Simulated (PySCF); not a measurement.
# [PrH4]-: structure of the singlet

The task is one start of a wider search on [PrH4]-: the singlet, from a PBE0 minimum start. It is relaxed, tested by its Hessian and followed downhill if it is a saddle.

Method: PBE0, basis Pr def2-TZVP with ECP28, H def2-TZVP, scalar-relativistic core potentials, no spin–orbit coupling, density fitting; program: PySCF 2.14.0.

## 1. The starting structure

5 atoms, charge -1, spin multiplicity 1.

Bond lengths: Pr1–H2 2.146 Å, Pr1–H3 2.146 Å, Pr1–H4 2.146 Å, Pr1–H5 2.146 Å. Angles: H2–Pr1–H3 109.5°, H2–Pr1–H4 109.5°, H2–Pr1–H5 109.5°, H3–Pr1–H4 109.5°, H3–Pr1–H5 109.5°, H4–Pr1–H5 109.5°.

Z-matrix (Å, degrees; charge -1 multiplicity 1):
```
Pr
H  1 2.1464
H  1 2.1464 2 109.47
H  1 2.1464 2 109.47 3 120.00
H  1 2.1464 2 109.47 3 -120.00
```

## 2. Finding the electronic state

One driver script runs all steps and calls PySCF; scf.py shows how it sets up the SCF of each step. The optimiser is the driver's own. After this first run the driver tries any further starts and a stability analysis.

The input, scf.py:

```python
from pyscf import gto, scf, dft
mol = gto.M(atom='''
Pr     0.000000     0.000000     0.000000
H     -1.239230    -1.239230     1.239230
H     -1.239230     1.239230    -1.239230
H      1.239230     1.239230     1.239230
H      1.239230    -1.239230    -1.239230''',
    basis={'Pr': 'def2-TZVP', 'H': 'def2-TZVP'},
    ecp={'Pr': 'def2-TZVP'},
    charge=-1, spin=0)
mf = dft.RKS(mol, xc='PBE0')
mf.grids.atom_grid = (50, 194)
mf.grids.prune = None
aux = {'Pr': 'def2-universal-JKFIT', 'H': 'def2-universal-JKFIT'}
mf = mf.density_fit(auxbasis=aux)
mf.conv_tol = 1e-08
mf.diis_space = 10
mf.max_cycle = 60
mf.verbose = 4
# dm0: spherical densities of the free atoms in this basis, scaled to the electron count
mf.diis, mf.max_cycle = scf.ADIIS(), 15
mf.kernel(dm0)
mf.diis, mf.max_cycle = True, 60
mf.kernel(mf.make_rdm1())
```

Started as:

```bash
OMP_NUM_THREADS=4 python axn.py task.json out
```

Further steps of the session: PBE0 minimum start, singlet: relaxation; Relaxing without the symmetry constraint; Hessian and properties.

Before running it: what results should come out? Wanted: minimum; geometry; wavenumbers; dipole moment; highest occupied, lowest empty level; polar-tensor charge of Pr1; zero-point energy.

**Answer**, as computed:

| quantity | value |
| --- | --- |
| minimum | singlet, C2v |
| geometry | Pr–H 2.141 Å (×2), Pr–H 2.160 Å (×2); H–Pr–H 108.9° (×5), H–Pr–H 112.4° |
| wavenumbers (cm⁻¹) | 427 (b1), 431 (a1), 472 (b2), 479 (a1), 524 (a2), 1062 (b1), 1147 (a1), 1157 (b2), 1288 (a1) |
| dipole moment (centre of mass) | 0.16 D |
| highest occupied, lowest empty level | -1.50, 3.25 eV |
| polar-tensor charge of Pr1 | +1.63 e |
| zero-point energy | 41.8 kJ/mol |
| entropy at 298.15 K | 261.7 J/(mol K) |

**Reading.** The PBE0 minimum start (Td) ends in a minimum of C2v symmetry. The strongest infrared band lies at 1062 cm⁻¹ (b1, stretch). Other starts or spin states, not run here, may lie lower. Whether spin polarisation would lower the closed shell was not checked. The basis has no diffuse functions, which an anion would want. Spin–orbit coupling is left out.
